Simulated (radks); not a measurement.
**Shell filling in a hard-walled sphere of radius 3.5 bohr*, N = 22 to 32**

Aim: add electrons one at a time to a hard-walled sphere of radius 3.5 bohr*, try the lowest free levels for each, keep the configuration of least energy, and see where shells close.

Program: radks, version 2. Model: non-relativistic spin-polarised Kohn-Sham, LDA (Slater exchange, Perdew-Wang correlation), spherically averaged shells. All values are calculated.

## Step 1: The system

```
well                     : a hard-walled sphere of radius 3.5 bohr*
functional               : LDA (Slater exchange, Perdew-Wang correlation)
levels                   : named by radial order: 1s, 1p, 1d, 2s, 1f and so on
units                    : effective atomic units, hartree* and bohr*
configuration carried in : 1s2 1p6 1d10 1f(up 3, down 0) (N = 21, energy 101.144374)
```

After this run come: Electron number 22; Electron number 23; 24 electrons; Electron number 25; Electron number 26; N = 27; N = 28; 29 electrons; Electron number 30; N = 31; N = 32.

Before running it: what results should come out? Wanted: closed shells at N; largest addition energy; most unpaired electrons; polarisability at N = 32; configuration at N = 32.

The runs gave:

```
                quantity                                       value
      closed shells at N                                          32
 largest addition energy  0.425 hartree* at N = 25 (of N = 22 to 31)
 most unpaired electrons                                 7 at N = 25
polarisability at N = 32                                22.65 bohr*³
 configuration at N = 32                           1s2 1p6 1d10 1f14
```

**Reading.** Shells close at N = 32. Among the lowest states kept at each count, up to 7 electrons are unpaired (N = 25), since exchange favours parallel spins. Only a few candidates are tried at each count, so a lower state may have been missed.
